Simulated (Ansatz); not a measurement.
# Si₄GeH₁₂: one species, many methods

How much do the methods differ for Si₄GeH₁₂? The plan is to run it at one geometry with functionals of several rungs and with coupled cluster. The yardstick is the atomisation energy at the CCSD(T) limit.

The runs use Ansatz 0.2.0, Gaussian basis; functionals in def2-TZVPP, the program's frozen cores in correlated methods.

The runs, in order: LDA (SPW92), PBE-D4, revPBE-D4, BLYP-D4, r2SCAN-D4, B97M-V, PBE0-D4, B3LYP-D4, r2SCANh-D4, r2SCAN0-D4, HSE06-D4, BHLYP-D4, CAM-B3LYP-D4, LC-ωPBE, ωB97X-V, ωB97M-V, B2PLYP, PBE-QIDH; CCSD(T)/def2-SVP; CCSD(T)/def2-TZVPP; MP2/def2-QZVPP; extrapolation to the limit; RPA on PBE.

## (1) The geometry

The geometry comes from an earlier relaxation with PBE0-D4 in a triple-zeta def2 set; it is a stationary point, not always the lowest conformer.

SMILES `[SiH3][Ge]([SiH3])([SiH3])[SiH3]`, 17 atoms, charge 0, spin multiplicity 1.

Atoms are counted from 1 here; the program's logs count them from 0.

Bond lengths: Si1–Ge2 2.378 Å, Si1–H6 1.487 Å, Si1–H7 1.487 Å, Si1–H8 1.487 Å, Ge2–Si3 2.378 Å, Ge2–Si4 2.377 Å, Ge2–Si5 2.378 Å, Si3–H9 1.487 Å, Si3–H10 1.487 Å, Si3–H11 1.487 Å, Si4–H12 1.487 Å, Si4–H13 1.487 Å, Si4–H14 1.487 Å, Si5–H15 1.487 Å, Si5–H16 1.487 Å, Si5–H17 1.487 Å. Angles: Ge2–Si1–H6 110.1°, Ge2–Si1–H7 110.2°, Ge2–Si1–H8 110.2°, H6–Si1–H7 108.8°, H6–Si1–H8 108.8°, H7–Si1–H8 108.8°, Si1–Ge2–Si3 109.5°, Si1–Ge2–Si4 109.6°, Si1–Ge2–Si5 109.4°, Si3–Ge2–Si4 109.7°, Si3–Ge2–Si5 109.3°, Si4–Ge2–Si5 109.3°, Ge2–Si3–H9 110.1°, Ge2–Si3–H10 110.0°, Ge2–Si3–H11 110.2°, H9–Si3–H10 108.8°, H9–Si3–H11 108.8°, H10–Si3–H11 108.8° and more.

Geometry (Å):

```xyz
17
charge 0, multiplicity 1
Si   -0.36155    1.25169   -1.98721
Ge    0.00110   -0.00292   -0.00043
Si    2.26934    0.22156    0.67602
Si   -0.49208   -2.29365   -0.40257
Si   -1.41877    0.81820    1.72110
H    -0.06604    2.68896   -1.74395
H     0.52427    0.75787   -3.07515
H    -1.77692    1.12102   -2.42520
H     2.51044   -0.55173    1.92344
H     2.58622    1.65233    0.93057
H     3.17632   -0.28815   -0.38686
H    -0.25385   -3.09200    0.82954
H     0.37216   -2.82286   -1.49120
H    -1.91606   -2.44610   -0.80418
H    -2.84430    0.67631    1.32114
H    -1.19535    0.05373    2.97727
H    -1.13383    2.25526    1.97778
```

## (2) LDA

This LDA is Slater exchange with PW92 correlation.

in.yaml

```yaml
crystal:
  periodic: [false, false, false]
  atoms:
    - {symbol: Si, position_ang: [-0.361545, 1.251686, -1.987205]}
    - {symbol: Ge, position_ang: [0.001100, -0.002923, -0.000426]}
    - {symbol: Si, position_ang: [2.269336, 0.221562, 0.676019]}
    - {symbol: Si, position_ang: [-0.492080, -2.293651, -0.402570]}
    - {symbol: Si, position_ang: [-1.418766, 0.818196, 1.721103]}
    - {symbol: H, position_ang: [-0.066044, 2.688956, -1.743954]}
    - {symbol: H, position_ang: [0.524273, 0.757867, -3.075154]}
    - {symbol: H, position_ang: [-1.776920, 1.121020, -2.425200]}
    - {symbol: H, position_ang: [2.510438, -0.551732, 1.923438]}
    - {symbol: H, position_ang: [2.586224, 1.652329, 0.930569]}
    - {symbol: H, position_ang: [3.176319, -0.288152, -0.386862]}
    - {symbol: H, position_ang: [-0.253853, -3.091998, 0.829535]}
    - {symbol: H, position_ang: [0.372160, -2.822861, -1.491198]}
    - {symbol: H, position_ang: [-1.916062, -2.446102, -0.804181]}
    - {symbol: H, position_ang: [-2.844299, 0.676309, 1.321139]}
    - {symbol: H, position_ang: [-1.195353, 0.053731, 2.977269]}
    - {symbol: H, position_ang: [-1.133830, 2.255263, 1.977779]}
basis:
  gaussian: {orbitals: def2-TZVPP}
hamiltonian: {xc: lda}
output: {orbitals: {seedname: orbitals}}
```

On the command line:

```console
$ ansatz run in.yaml --threads 2 --pin off --events-out ev --progress --plain --max-ram 22528MiB --backend cuda --devices 0, --max-vram 18GiB
```

After this run come: PBE-D4 (GGA); revPBE-D4 (GGA); BLYP-D4 (GGA); r2SCAN-D4 (meta-GGA); B97M-V (meta-GGA); B3LYP-D4 (hybrid); r2SCANh-D4 (hybrid); r2SCAN0-D4 (hybrid); HSE06-D4 (hybrid); BHLYP-D4 (hybrid); CAM-B3LYP-D4 (range-separated); LC-ωPBE (range-separated); ωB97X-V (range-separated); ωB97M-V (range-separated); B2PLYP (double hybrid); PBE-QIDH (double hybrid); CCSD(T) in def2-SVP; CCSD(T) in def2-TZVPP; MP2 in def2-QZVPP; RPA on PBE orbitals.

Q: Predict the results of all the runs planned. Wanted: atomisation energy, CCSD(T)/CBS; farthest beyond LDA; mean size of error, GGA; mean size of error, meta-GGA; mean size of error, hybrid; mean size of error, range-separated; mean size of error, double hybrid; gap, smallest and largest; T1 diagnostic.

The runs gave:

| quantity | value |
| --- | --- |
| atomisation energy, CCSD(T)/CBS | 1167.7 kcal/mol |
| functionals within 11.7 kcal/mol (1.0 %) | r2SCAN-D4, B97M-V, B3LYP-D4, r2SCANh-D4, r2SCAN0-D4, BHLYP-D4, CAM-B3LYP-D4, ωB97X-V, ωB97M-V |
| farthest beyond LDA | revPBE-D4 (-37.4 kcal/mol) |
| mean size of error, GGA | 29.1 kcal/mol |
| mean size of error, meta-GGA | 3.4 kcal/mol |
| mean size of error, hybrid | 12.4 kcal/mol |
| mean size of error, range-separated | 11.8 kcal/mol |
| mean size of error, double hybrid | 23.2 kcal/mol |
| gap, smallest and largest | 5.54 eV (LDA (SPW92)), 12.11 eV (LC-ωPBE) |
| T1 diagnostic | 0.0125 |
| triples share of the correlation energy | 3.5 % |

The LDA atomisation energy is off by 104.2 kcal/mol (9 %): it overbinds. PBE-D4 is off by -24.6 kcal/mol. Double hybrids carry the basis error of their MP2 part in triple zeta, and no dispersion term here, so their miss is partly the set-up's. Taken by rung, meta-GGA functionals do best (3.4 kcal/mol on average) and GGA ones worst beyond LDA (29.1 kcal/mol). The reference freezes the cores and leaves out relativity and excitations past (T), and its outer-core shells are covered unevenly, so misses under about 11.7 kcal/mol can't be ranked. Hartree-Fock recovers 76 % of the binding; the rest is correlation. CCSD(T) in def2-SVP is off by -80.9 kcal/mol, worse than the median functional, from the basis alone. The gap grows from 5.5 to 12.1 eV across the functionals, mostly with the share of exact exchange. Correlated methods include outer-core shells of Ge, which these sets cover unevenly.
